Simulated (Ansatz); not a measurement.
**CH5GeNOSi: one species, many methods**

The task here is to estimate one member of a computed series from the others.

The runs use Ansatz 0.2.0, Gaussian basis; functionals in def2-TZVPP, the program's frozen cores in correlated methods.

The runs, in order: LDA (SPW92), PBE-D4, revPBE-D4, BLYP-D4, r2SCAN-D4, B97M-V, PBE0-D4, B3LYP-D4, r2SCANh-D4, r2SCAN0-D4, HSE06-D4, BHLYP-D4, CAM-B3LYP-D4, LC-ωPBE, ωB97X-V, ωB97M-V, B2PLYP, PBE-QIDH; CCSD(T)/def2-SVP; CCSD(T)/def2-TZVPP; MP2/def2-QZVPP; extrapolation to the limit; RPA on PBE.

**The relaxed structure**

The geometry comes from an earlier relaxation with PBE0-D4 in a triple-zeta def2 set; it is a stationary point, not always the lowest conformer.

SMILES `[GeH3]/[N]=C1\O[SiH2]1`, 10 atoms, charge 0, spin multiplicity 1.

Atoms are counted from 1 here; the program's logs count them from 0.

Bond lengths: Ge1–N2 1.867 Å, Ge1–H6 1.538 Å, Ge1–H7 1.533 Å, Ge1–H8 1.538 Å, N2–C3 1.237 Å, C3–O4 1.403 Å, C3–Si5 1.800 Å, O4–Si5 1.704 Å, Si5–H9 1.479 Å, Si5–H10 1.479 Å. Angles: N2–Ge1–H6 110.1°, N2–Ge1–H7 105.5°, N2–Ge1–H8 110.0°, H6–Ge1–H7 110.4°, H6–Ge1–H8 110.4°, H7–Ge1–H8 110.3°, Ge1–N2–C3 120.0°, N2–C3–O4 132.8°, N2–C3–Si5 164.3°, O4–C3–Si5 62.8°, C3–O4–Si5 70.1°, C3–Si5–O4 47.1°, C3–Si5–H9 123.3°, C3–Si5–H10 123.3°, O4–Si5–H9 116.0°, O4–Si5–H10 116.0°, H9–Si5–H10 112.5°.

Set-up of the first run:

Input file in.yaml:

```yaml
crystal:
  periodic: [false, false, false]
  atoms:
    - {symbol: Ge, position_ang: [-1.863962, 0.862583, 0.366007]}
    - {symbol: N, position_ang: [-0.609718, -0.429646, 0.858070]}
    - {symbol: C, position_ang: [0.456095, -0.525106, 0.236884]}
    - {symbol: O, position_ang: [0.991214, 0.177638, -0.853381]}
    - {symbol: Si, position_ang: [2.084775, -1.025766, -0.344628]}
    - {symbol: H, position_ang: [-1.253199, 2.268094, 0.492378]}
    - {symbol: H, position_ang: [-3.029597, 0.697582, 1.347761]}
    - {symbol: H, position_ang: [-2.339352, 0.613689, -1.074982]}
    - {symbol: H, position_ang: [2.301222, -2.146207, -1.285409]}
    - {symbol: H, position_ang: [3.345520, -0.543959, 0.260101]}
basis:
  gaussian: {orbitals: def2-TZVPP}
hamiltonian: {xc: lda}
output: {orbitals: {seedname: orbitals}}
```

Among the steps run: LDA; PBE-D4 (GGA); revPBE-D4 (GGA); BLYP-D4 (GGA); r2SCAN-D4 (meta-GGA); B97M-V (meta-GGA); PBE0-D4 (hybrid); B3LYP-D4 (hybrid); r2SCANh-D4 (hybrid); r2SCAN0-D4 (hybrid); HSE06-D4 (hybrid); BHLYP-D4 (hybrid); CAM-B3LYP-D4 (range-separated); LC-ωPBE (range-separated); ωB97X-V (range-separated); ωB97M-V (range-separated); B2PLYP (double hybrid); PBE-QIDH (double hybrid).

One table of the session follows, with a row left open; its other results are not shown here.

It belongs to the step «Frontier levels by functional». 

| functional | HOMO (eV) | gap (eV) |
| --- | --- | --- |
| LDA (SPW92) | -5.90 | 3.57 |
| PBE-D4 | -5.75 | 3.63 |
| revPBE-D4 | -5.70 | 3.67 |
| BLYP-D4 | ? | ? |
| r2SCAN-D4 | -5.98 | 4.14 |
| B97M-V | -6.10 | 4.13 |
| PBE0-D4 | -6.95 | 5.67 |
| B3LYP-D4 | -6.73 | 5.22 |
| r2SCANh-D4 | -6.43 | 4.88 |
| r2SCAN0-D4 | -7.11 | 6.00 |
| HSE06-D4 | -6.56 | 4.90 |
| BHLYP-D4 | -8.07 | 7.63 |
| CAM-B3LYP-D4 | -8.23 | 7.94 |
| LC-ωPBE | -9.50 | 10.40 |
| ωB97X-V | -9.19 | 9.96 |
| ωB97M-V | -9.09 | 9.58 |

Q: Estimate the row for BLYP-D4 from the others.

Worked estimate for «HOMO (eV)». Against the share of exact exchange, B3LYP-D4 (0.2, -6.73), BHLYP-D4 (0.5, -8.07) give a slope of -4.47 per unit share; at 0 the line stands at -5.84.

As computed: HOMO (eV): -5.61; gap (eV): 3.60. In «HOMO (eV)» the line misses by -0.23.
